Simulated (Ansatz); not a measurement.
# LuSe: a line through a two-coordinate scan

An exercise on one series of results from a longer session: the logs are not shown, and one member is left open.

Method: DFT PBEsol, scalar-relativistic, plane waves, PAW, in Ansatz 0.2.0.

39 further runs of the same task are left out: 39 set aside as unsound or not needed.

## The starting structure

It takes space group Fm-3m (No. 225, cubic). The conventional cell has a = 5.552 Å, b = 5.552 Å, c = 5.552 Å, α = 90.00°, β = 90.00°, γ = 90.00°. Around Lu (site symmetry m-3m) lie 6 Se at 2.78 Å. Se (site symmetry m-3m) has 6 Lu at 2.78 Å as nearest neighbours.

Coordinates:

```xyz
2
Lattice="0.0000 2.7758 2.7758 2.7758 0.0000 2.7758 2.7758 2.7758 0.0000" Properties=species:S:1:pos:R:3 pbc="T T T"
Lu    2.7758    2.7758    2.7758
Se    0.0000    0.0000    0.0000
```

This cell was relaxed beforehand with the same method: volume 21.39 Å³/atom, gap on the mesh none (metal).

## Plan of the line

The energy is mapped over volume and the cell's shape.

The axes are (1) volume per atom: 9 values from 19.68 to 23.10 Å³; (2) c/a of the conventional cell: 9 values from 0.923 to 1.083.

Nothing else is relaxed (symmetry fixes all fractional coordinates). Energies count from the relaxed crystal. Points are written as (first, second).

The first run:

Contents of input.yaml:

```yaml
crystal:
  lattice:
    - [0.0, 2.7727563227, 2.5592540859]
    - [2.7727563227, 0.0, 2.5592540859]
    - [2.7727563227, 2.7727563227, 0.0]
  atoms:
    - { symbol: Lu, position: [0.5, 0.5, 0.5] }
    - { symbol: Se, position: [0.0, 0.0, 0.0] }
basis:
  ecutwfc: 420
kpoints:
  mp_grid: { grid: [16, 16, 16] }
hamiltonian:
  xc: pbesol
scf:
  occupations: { method: gaussian, width: 0.15 }
output:
  forces: true
  stress: true
  eigenvalues: true
```

Started as:

```console
ansatz run input.yaml --threads 2 --pin off --max-ram 5120MiB --backend cpu --events-out ev --progress --plain --runs-dir out
```

Among the steps run: Point (19.68 Å³, 0.923); The run at (20.10 Å³, 0.923); The run at (20.96 Å³, 0.923); Grid point (21.39 Å³, 0.923); The run at (21.82 Å³, 0.923); The run at (22.24 Å³, 0.923); Grid point (22.67 Å³, 0.923); Grid point (23.10 Å³, 0.923).

One of the session's tables, all rows but one given; the rest of the session is left out.

```
volume per atom (Å³)  energy (meV/atom)  slope (meV/atom per Å³)  pressure (GPa)
               19.68                136                      −72            11.5
               20.10                109                      −54             8.7
               20.53                  ?                        ?               ?
               20.96                 75                      −24             3.9
               21.39                 68                      −12             1.9
               21.82                 65                        0             0.1
               22.24                 67                       10            −1.6
               22.67                 73                       19            −3.0
               23.10                 83                       27            −4.3
```

Q: Estimate the row for volume per atom (Å³) = 20.53 from the others.

Worked estimate for «energy (meV/atom)». A straight line through the neighbours (20.10, 109) and (20.96, 75) gives 109 + (75 − 109) × (20.53 − 20.10) / (20.96 − 20.10) = 92; a parabola fitted to 4 rows on both sides gives 89.

As computed: energy (meV/atom): 89; slope (meV/atom per Å³): −38; pressure (GPa): 6.2. In «energy (meV/atom)» the line misses by +3 and the parabola by +0.

Energies count from the relaxed crystal. Rows without a step come from runs not printed here or follow by symmetry.

To keep in mind: The final runs have no spin polarisation, so no magnetic state was tried and one may lie lower.
